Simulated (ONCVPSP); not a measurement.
**Pseudopotential generation for Zr: ONCV, LDA (Perdew-Wang 92)**

Do these settings give a usable potential? It is generated, then checked for transferability, scattering, ghosts and hardness.

The numbers are computed with ONCVPSP 4.0.1.1 (patched build) (LDA (Perdew-Wang 92), scalar-relativistic, spin-unpolarised reference atom).

**1. The design**

Typed settings, in words:

| Item | Value |
| --- | --- |
| element | zirconium (Zr, Z = 40) |
| type | optimised norm-conserving Vanderbilt (ONCV) |
| frozen core | [Ar] 3d10 |
| valence charge | 12 |
| reference configuration | 4s2 4p6 4d2 5s2 |
| partial waves | 4s+5s: rc 1.34 bohr, ncon 3, nbas 7, qcut 5.6 1/bohr, 2 projectors; 4p: rc 1.60 bohr, ncon 4, nbas 7, qcut 5.9 1/bohr, 2 projectors, debl 3.6 Ha; 4d: rc 1.34 bohr, ncon 5, nbas 10, qcut 7.2 1/bohr, local |
| local potential | the d channel |
| core correction | polynomial model core, fcfact 0.15 |

The outer shells as boxes (Hund's rule for the drawing; the calculation is spin-unpolarised):

```
[Ar] core
3d [↑↓][↑↓][↑↓][↑↓][↑↓]
4s [↑↓]
4p [↑↓][↑↓][↑↓]
4d [↑ ][↑ ][  ][  ][  ]
5s [↑↓]
```

An earlier all-electron run gives the scale for the radii.

All-electron outer shells of the reference configuration (LDA (PZ), scalar-relativistic, ld1.x):

```json
{"shell": "3d", "level (eV)": "-174.95", "outermost node (bohr)": "–", "outermost maximum (bohr)": "0.35"}
{"shell": "4s", "level (eV)": "-54.51", "outermost node (bohr)": "0.55", "outermost maximum (bohr)": "1.08"}
{"shell": "4p", "level (eV)": "-32.50", "outermost node (bohr)": "0.56", "outermost maximum (bohr)": "1.17"}
{"shell": "5s", "level (eV)": "-4.60", "outermost node (bohr)": "1.47", "outermost maximum (bohr)": "3.11"}
{"shell": "4d", "level (eV)": "-3.74", "outermost node (bohr)": "0.58", "outermost maximum (bohr)": "1.61"}
{"shell": "5p", "level (eV)": "-1.55", "outermost node (bohr)": "1.70", "outermost maximum (bohr)": "4.15"}
```

**2. Generating the potential**

The input, Zr.dat:

```
# ATOM AND REFERENCE CONFIGURATION
# atsym  z   nc   nv     iexc    psfile
  Zr 40.00    6    4  -001012      upf
#
#   n    l    f
    1    0    2.00
    2    0    2.00
    2    1    6.00
    3    0    2.00
    3    1    6.00
    3    2   10.00
    4    0    2.00
    4    1    6.00
    4    2    2.00
    5    0    2.00
#
# PSEUDOPOTENTIAL AND OPTIMIZATION
# lmax
    2
#
#   l,   rc,      ep,       ncon, nbas, qcut
    0    1.34    0.00    3    7    5.60
    1    1.60    0.00    4    7    5.90
    2    1.34    0.00    5   10    7.20
#
# LOCAL POTENTIAL
# lloc, lpopt,  rc(5),   dvloc0
    2    5    1.34    0.00
#
# VANDERBILT-KLEINMAN-BYLANDER PROJECTORs
# l, nproj, debl
    0    2    2.70
    1    2    3.60
    2    0    3.90
#
# MODEL CORE CHARGE
# icmod, fcfact, rcfact
    1    0.15    0.00
#
# LOG DERIVATIVE ANALYSIS
# epsh1, epsh2, depsh
   -4.00    5.00    0.02
#
# OUTPUT GRID
# rlmax, drl
    6.00    0.01
#
# TEST CONFIGURATIONS
# ncnf
    4
# nvcnf
#   n    l    f
    4
    4    0    2.00
    4    1    6.00
    4    2    2.00
    5    0    1.00
#
    4
    4    0    2.00
    4    1    6.00
    4    2    2.00
    5    0    0.00
#
    4
    4    0    2.00
    4    1    6.00
    4    2    1.00
    5    0    0.00
#
    5
    4    0    2.00
    4    1    6.00
    4    2    2.00
    5    0    0.00
    5    1    1.00
#
```

Run with:

```console
oncvpsp.x < Zr.dat > Zr.out
```

Q: Predict the outcome of this session. Wanted: cutoffs for 1 and 0.1 mHa per electron, occupied waves; bound ghosts; GHOST(+) flags; largest test error; largest phase difference near zero energy, channels read; rms error of d²Exc/dn², without and with the model core.

As calculated:

```
                                                quantity                          value
  cutoffs for 1 and 0.1 mHa per electron, occupied waves               37 Ha and 109 Ha
                                            bound ghosts                s at -762.15 eV
                                          GHOST(+) flags             none at low energy
                            largest test error (AE − PS)  -3.6 meV, for 4s2 4p6 4d2 5s0
largest phase difference near zero energy, channels read                      0.002 rad
 rms error of d²Exc/dn², without and with the model core              3.31 and 0.24 mHa
```

A bound ghost (s) makes it unfit for use: electrons can fall into a state that the atom doesn't have. The worst unpolarised test, 4s2 4p6 4d2 5s0, is off by 3.6 meV on 20.6 eV; by total energies transferability rates as very good. Atomic tests can pass in spite of a ghost, since they solve only for the levels asked. By its cutoff, 37 Ha for the looser tolerance, it is hard. The tighter tolerance needs 109 Ha, and converged work needs a cutoff nearer that. At the looser tolerance the 4s wave is the slowest; 4d needs 21 Ha. Near zero energy the phases of the channels with partial waves agree within 0.002 rad. All of this concerns the isolated atom, not yet a solid.
